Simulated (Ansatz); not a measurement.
# BH5Se: one species, many methods

How much do the methods differ for BH5Se? The plan is to run it at one geometry with functionals of several rungs and with coupled cluster, and see how far each lands from CCSD(T) at the basis-set limit for the atomisation energy.

Program: Ansatz 0.2.0, Gaussian basis. Level of theory: functionals in def2-TZVPP, the program's frozen cores in correlated methods. These are calculated values, not measurements.

Levels to be run: LDA (SPW92), PBE-D4, revPBE-D4, BLYP-D4, r2SCAN-D4, B97M-V, PBE0-D4, B3LYP-D4, r2SCANh-D4, r2SCAN0-D4, HSE06-D4, BHLYP-D4, CAM-B3LYP-D4, LC-ωPBE, ωB97X-V, ωB97M-V, B2PLYP, PBE-QIDH; CCSD(T)/def2-SVP; CCSD(T)/def2-TZVPP; MP2/def2-QZVPP; extrapolation to the limit; RPA on PBE.

## Step 1: The geometry

All runs share one geometry, relaxed beforehand with PBE0-D4 in a triple-zeta def2 set.

SMILES `[BH3-][SeH2+]`, 7 atoms, charge 0, spin multiplicity 1.

Atoms are counted from 1 here; the program's logs count them from 0.

Bond lengths: B1–Se2 2.124 Å, B1–H3 1.201 Å, B1–H4 1.207 Å, B1–H5 1.207 Å, Se2–H6 1.472 Å, Se2–H7 1.472 Å. Angles: Se2–B1–H3 105.7°, Se2–B1–H4 99.6°, Se2–B1–H5 99.6°, H3–B1–H4 116.7°, H3–B1–H5 116.7°, H4–B1–H5 114.6°, B1–Se2–H6 102.0°, B1–Se2–H7 102.0°, H6–Se2–H7 91.2°.

## Step 2: LDA

This LDA is Slater exchange with PW92 correlation.

Contents of in.yaml:

```yaml
crystal:
  periodic: [false, false, false]
  atoms:
    - {symbol: B, position_ang: [-0.679918, -0.426512, -0.478396]}
    - {symbol: Se, position_ang: [0.992127, 0.776288, 0.041121]}
    - {symbol: H, position_ang: [-0.999179, -0.994400, 0.530827]}
    - {symbol: H, position_ang: [-0.181624, -1.101498, -1.345707]}
    - {symbol: H, position_ang: [-1.429173, 0.430831, -0.878072]}
    - {symbol: H, position_ang: [0.533321, 1.417361, 1.284160]}
    - {symbol: H, position_ang: [1.825746, -0.169969, 0.800266]}
basis:
  gaussian: {orbitals: def2-TZVPP}
hamiltonian: {xc: lda}
output: {orbitals: {seedname: orbitals}}
```

After this run come: PBE-D4 (GGA); revPBE-D4 (GGA); BLYP-D4 (GGA); r2SCAN-D4 (meta-GGA); B97M-V (meta-GGA); PBE0-D4 (hybrid); B3LYP-D4 (hybrid); r2SCANh-D4 (hybrid); r2SCAN0-D4 (hybrid); HSE06-D4 (hybrid); BHLYP-D4 (hybrid); CAM-B3LYP-D4 (range-separated); LC-ωPBE-D4 (range-separated); ωB97X-V (range-separated); ωB97M-V (range-separated); B2PLYP (double hybrid); PBE-QIDH (double hybrid); CCSD(T) in def2-SVP; CCSD(T) in def2-TZVPP; MP2 in def2-QZVPP; RPA on PBE orbitals.

Before running them: what should the planned runs give, taken together? Wanted: atomisation energy, CCSD(T)/CBS; farthest beyond LDA; mean size of error, GGA; mean size of error, meta-GGA; mean size of error, hybrid; mean size of error, range-separated; mean size of error, double hybrid; gap, smallest and largest; T1 diagnostic.

**Answer**, as computed:

| quantity | value |
| --- | --- |
| atomisation energy, CCSD(T)/CBS | 460.9 kcal/mol |
| functionals within 4.6 kcal/mol (1.0 %) | PBE-D4, BLYP-D4, r2SCAN-D4, B97M-V, PBE0-D4, B3LYP-D4, r2SCANh-D4, r2SCAN0-D4, HSE06-D4, CAM-B3LYP-D4, ωB97X-V, ωB97M-V |
| farthest beyond LDA | LC-ωPBE (-7.8 kcal/mol) |
| mean size of error, GGA | 3.1 kcal/mol |
| mean size of error, meta-GGA | 2.8 kcal/mol |
| mean size of error, hybrid | 2.4 kcal/mol |
| mean size of error, range-separated | 2.7 kcal/mol |
| mean size of error, double hybrid | 4.8 kcal/mol |
| gap, smallest and largest | 5.39 eV (LDA (SPW92)), 12.73 eV (LC-ωPBE) |
| T1 diagnostic | 0.0091 |
| triples share of the correlation energy | 3.2 % |

The LDA atomisation energy is off by 60.2 kcal/mol (13 %): it overbinds. PBE-D4 misses by +2.5 kcal/mol. Double hybrids carry the basis error of their MP2 part in triple zeta, and no dispersion term here, so their miss is partly the set-up's. The rungs hybrid, range-separated, meta-GGA, GGA miss on average by less than the doubt on the reference (4.6 kcal/mol), so they tie. Misses under about 4.6 kcal/mol are within the doubt on the reference itself, which lacks core-valence correlation, relativity and higher excitations, and its outer-core shells are covered unevenly. All levels share the lack of spin-orbit coupling, which lowers the free heavy atoms and so the true binding. Hartree-Fock recovers 74 % of the binding; the rest is correlation. CCSD(T) in def2-SVP is off by -24.7 kcal/mol, so the small basis spoils what the method gains. The gap grows from 5.4 to 12.7 eV across the functionals, mostly with the share of exact exchange. Correlated methods include outer-core shells of Se, which these sets cover unevenly.
